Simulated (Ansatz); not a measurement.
# TiCo: how the settings move a single-point run

Question: which choices in the input matter for TiCo?

Computed with Ansatz 0.2.0 (reference: DFT, PBE, PAW with Ansatz's default frozen-core files, scalar-relativistic, unless a step's input says otherwise).

## (1) Starting point

The structure is cubic, space group Pm-3m (No. 221). Conventional cell: a = 2.935 Å, b = 2.935 Å, c = 2.935 Å, α = 90.00°, β = 90.00°, γ = 90.00°. Around Ti (site symmetry m-3m) lie 8 Co at 2.54 Å. Co (site symmetry m-3m) is surrounded by 8 Ti at 2.54 Å.

Coordinates:

```cif
data_structure
_symmetry_space_group_name_H-M 'Pm-3m'
_symmetry_Int_Tables_number 221
_cell_length_a 2.9355
_cell_length_b 2.9355
_cell_length_c 2.9355
_cell_angle_alpha 90.000
_cell_angle_beta 90.000
_cell_angle_gamma 90.000
_cell_volume 25.30
loop_
_atom_site_label
_atom_site_type_symbol
_atom_site_symmetry_multiplicity
_atom_site_Wyckoff_symbol
_atom_site_fract_x
_atom_site_fract_y
_atom_site_fract_z
_atom_site_occupancy
Ti1 Ti 1 a 0.00000 0.00000 0.00000 1
Co1 Co 1 b 0.50000 0.50000 0.50000 1
```

## (2) The reference run

File input.yaml:

```yaml
crystal:
  lattice:
    - [2.9354891599, 0.0, 0.0]
    - [0.0, 2.9354891599, 0.0]
    - [0.0, 0.0, 2.9354891599]
  atoms:
    - { symbol: Ti, position: [0.0, 0.0, 0.0] }
    - { symbol: Co, position: [0.5, 0.5, 0.5] }
kpoints:
  mp_grid: { grid: [13, 13, 13] }
scf:
  occupations: { method: fermi_dirac, width: 0.03 }
  lower_state_search: "off"
hamiltonian:
  xc: pbe
  pseudopotentials: { kind: paw }
output:
  forces: true
  stress: true
  eigenvalues: true
```

Started as:

```console
ansatz run input.yaml --threads 1 --pin off --max-ram 3072MiB --backend cpu --events-out ev --progress --plain --runs-dir out
```

## (3) Changing settings: mixing.algorithm anderson, mixing.beta 0.5, dr2_threshold 1.0e-09, hubbard.sites [{species: Ti, l: d, u_eff: 1.0}], hubbard.double_counting fll

Changes to input.yaml since step 2:

```diff
@@ -13,2 +13,4 @@
   lower_state_search: "off"
+  mixing: { algorithm: anderson, beta: 0.5 }
+  convergence: { dr2_threshold: 1.0e-09 }
 hamiltonian:
@@ -16,2 +18,3 @@
   pseudopotentials: { kind: paw }
+  hubbard: { sites: [{ species: Ti, l: d, u_eff: 1.0 }], double_counting: fll }
 output:
```

Q: Predict the outcome of this session. Wanted: for each run, ending; energy change; pressure; gap; force.

**Answer**, as computed:

```csv
run,ending,energy change,pressure (GPa),gap (eV),force (eV/Å),cycles,time
reference,converged,0,7.1,0.00,0.00,6,2.2 s
"1: mixing.algorithm anderson, mixing.beta 0.5, dr2_threshold 1.0e-09, hubbard.sites [{species: Ti, l: d, u_eff: 1.0}], hubbard.double_counting fll",converged,+522.8 meV/atom (U changed: no physical gain or loss),8.2,0.00,0.00,12,5.4 s
```

Residual by cycle in the longest SCF loop of each run; runs are numbered as in the table. The quantity is the density residual dr2, in eV.

```csv
cycle,reference,run 1
1,0.0011,1.97
2,0.0014,2.66
3,1.8e-4,2.43
4,3.3e-6,0.0167
5,4.3e-7,0.00214
6,3.4e-8,5.0e-4
7,-,4.9e-5
8,-,2.5e-8
9,-,6.3e-7
10,-,7.1e-8
11,-,1.6e-8
12,-,4.0e-10
```

Changing the mixing, convergence setting and Hubbard U moves the energy by +522.8 meV/atom, and the pressure goes from 7.1 to 8.2 GPa. The U term adds an energy of its own, so the shift says nothing about which run is better. Cost: 12 SCF cycles against 6, 5.4 s against 2.2 s. A changed U is a change of model: its shifts are not errors of convergence. The reference leaves spin out although Co and Ti can carry a moment, so its state need not be the lowest.
